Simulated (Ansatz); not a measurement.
**Si₁₀H₁₆: up Jacob's ladder to CCSD(T)**

Aim: compute Si₁₀H₁₆ with functionals from several rungs and with coupled cluster, and see how far each lands from CCSD(T) at the basis-set limit for the atomisation energy.

Method: functionals in def2-TZVPP, the program's frozen cores in correlated methods; program: Ansatz 0.2.0, Gaussian basis.

The runs, in order: LDA (SPW92), PBE-D4, revPBE-D4, BLYP-D4, r2SCAN-D4, B97M-V, PBE0-D4, B3LYP-D4, r2SCANh-D4, r2SCAN0-D4, HSE06-D4, BHLYP-D4, CAM-B3LYP-D4, LC-ωPBE, ωB97X-V, ωB97M-V, B2PLYP, PBE-QIDH; CCSD(T)/def2-SVP; CCSD(T)/def2-TZVPP; MP2/def2-QZVPP; extrapolation to the limit; RPA on PBE.

## Step 1: The geometry

All runs share one geometry, relaxed beforehand with PBE0-D4 in a triple-zeta def2 set.

SMILES `[SiH2]1[SiH]2[SiH2][SiH]3[SiH2][SiH]1[SiH2][SiH]([SiH2]2)[SiH2]3`, 26 atoms, charge 0, spin multiplicity 1.

Atoms are counted from 1 here; the program's logs count them from 0.

Bond lengths: Si1–Si2 2.338 Å, Si1–Si6 2.338 Å, Si1–H11 1.491 Å, Si1–H12 1.491 Å, Si2–Si3 2.338 Å, Si2–Si9 2.338 Å, Si2–H13 1.494 Å, Si3–Si4 2.338 Å, Si3–H14 1.491 Å, Si3–H15 1.491 Å, Si4–Si5 2.338 Å, Si4–Si10 2.338 Å, Si4–H16 1.494 Å, Si5–Si6 2.338 Å, Si5–H17 1.491 Å, Si5–H18 1.491 Å, Si6–Si7 2.338 Å, Si6–H19 1.494 Å and more. Angles: Si2–Si1–Si6 109.8°, Si2–Si1–H11 109.7°, Si2–Si1–H12 109.7°, Si6–Si1–H11 109.7°, Si6–Si1–H12 109.7°, H11–Si1–H12 108.1°, Si1–Si2–Si3 109.3°, Si1–Si2–Si9 109.3°, Si1–Si2–H13 109.6°, Si3–Si2–Si9 109.4°, Si3–Si2–H13 109.6°, Si9–Si2–H13 109.6°, Si2–Si3–Si4 109.8°, Si2–Si3–H14 109.7°, Si2–Si3–H15 109.7°, Si4–Si3–H14 109.7°, Si4–Si3–H15 109.7°, H14–Si3–H15 108.1° and more.

## Step 2: LDA

This LDA is Slater exchange with PW92 correlation.

The input, in.yaml:

```yaml
crystal:
  periodic: [false, false, false]
  atoms:
    - {symbol: Si, position_ang: [-2.104317, 0.772555, -1.499845]}
    - {symbol: Si, position_ang: [-0.702875, -1.036296, -1.980162]}
    - {symbol: Si, position_ang: [-0.788829, -2.570297, -0.217717]}
    - {symbol: Si, position_ang: [-0.088790, -1.541680, 1.761825]}
    - {symbol: Si, position_ang: [-1.491307, 0.269259, 2.231122]}
    - {symbol: Si, position_ang: [-1.407120, 1.811161, 0.475510]}
    - {symbol: Si, position_ang: [0.789762, 2.569278, 0.219032]}
    - {symbol: Si, position_ang: [2.198959, 0.765462, -0.257574]}
    - {symbol: Si, position_ang: [1.490598, -0.266957, -2.232183]}
    - {symbol: Si, position_ang: [2.104126, -0.774216, 1.499462]}
    - {symbol: H, position_ang: [-3.508553, 0.295232, -1.348631]}
    - {symbol: H, position_ang: [-2.065785, 1.751159, -2.623864]}
    - {symbol: H, position_ang: [-1.151034, -1.696838, -3.242595]}
    - {symbol: H, position_ang: [0.093377, -3.733616, -0.519347]}
    - {symbol: H, position_ang: [-2.182569, -3.074662, -0.057479]}
    - {symbol: H, position_ang: [-0.145410, -2.524419, 2.885177]}
    - {symbol: H, position_ang: [-1.058882, 0.925345, 3.498067]}
    - {symbol: H, position_ang: [-2.890745, -0.211695, 2.412288]}
    - {symbol: H, position_ang: [-2.304275, 2.966173, 0.778742]}
    - {symbol: H, position_ang: [0.853156, 3.564094, -0.889507]}
    - {symbol: H, position_ang: [1.239022, 3.241498, 1.471580]}
    - {symbol: H, position_ang: [3.600939, 1.253737, -0.421690]}
    - {symbol: H, position_ang: [2.391699, -1.410052, -2.554468]}
    - {symbol: H, position_ang: [1.555299, 0.706488, -3.359509]}
    - {symbol: H, position_ang: [2.565195, -0.126840, 2.760768]}
    - {symbol: H, position_ang: [3.008379, -1.923864, 1.210999]}
basis:
  gaussian: {orbitals: def2-TZVPP}
hamiltonian: {xc: lda}
output: {orbitals: {seedname: orbitals}}
```

Further steps of the session: PBE-D4 (GGA); revPBE-D4 (GGA); BLYP-D4 (GGA); r2SCAN-D4 (meta-GGA); B97M-V (meta-GGA); PBE0-D4 (hybrid); B3LYP-D4 (hybrid); r2SCANh-D4 (hybrid); r2SCAN0-D4 (hybrid); HSE06-D4 (hybrid); BHLYP-D4 (hybrid); CAM-B3LYP-D4 (range-separated); LC-ωPBE-D4 (range-separated); ωB97X-V (range-separated); ωB97M-V (range-separated); B2PLYP (double hybrid); PBE-QIDH (double hybrid); CCSD(T) in def2-SVP; CCSD(T) in def2-TZVPP; MP2 in def2-QZVPP; RPA on PBE orbitals.

Before running them: what should the planned runs give, taken together? Wanted: atomisation energy, CCSD(T)/CBS; farthest beyond LDA; mean size of error, GGA; mean size of error, meta-GGA; mean size of error, hybrid; mean size of error, range-separated; mean size of error, double hybrid; gap, smallest and largest; T1 diagnostic.

The runs gave:

| quantity | value |
| --- | --- |
| atomisation energy, CCSD(T)/CBS | 8000.3 kJ/mol |
| functionals within 40.0 kJ/mol (0.5 %) | PBE-D4, r2SCAN-D4, PBE0-D4, B3LYP-D4, r2SCANh-D4, r2SCAN0-D4, HSE06-D4 |
| farthest beyond LDA | B2PLYP (-222.6 kJ/mol) |
| mean size of error, GGA | 103.0 kJ/mol |
| mean size of error, meta-GGA | 71.3 kJ/mol |
| mean size of error, hybrid | 26.9 kJ/mol |
| mean size of error, range-separated | 79.1 kJ/mol |
| mean size of error, double hybrid | 146.7 kJ/mol |
| gap, smallest and largest | 4.76 eV (LDA (SPW92)), 11.04 eV (LC-ωPBE) |
| T1 diagnostic | 0.0163 |
| triples share of the correlation energy | 4.7 % |

**Reading.** LDA overbinds by 843.9 kJ/mol (11 %). PBE-D4 is off by -31.9 kJ/mol. Double hybrids carry the basis error of their MP2 part in triple zeta, and no dispersion term here, so their miss is partly the set-up's. By mean error the best rung here is hybrid (26.9 kJ/mol) and the worst beyond LDA is double hybrid (146.7 kJ/mol). Misses under about 40.0 kJ/mol are within the doubt on the reference itself, which lacks core-valence correlation, relativity and higher excitations. Hartree-Fock recovers 75 % of the binding; the rest is correlation. CCSD(T) in def2-SVP is off by -603.7 kJ/mol, worse than the median functional, from the basis alone. The gap grows from 4.8 to 11.0 eV across the functionals, mostly with the share of exact exchange.
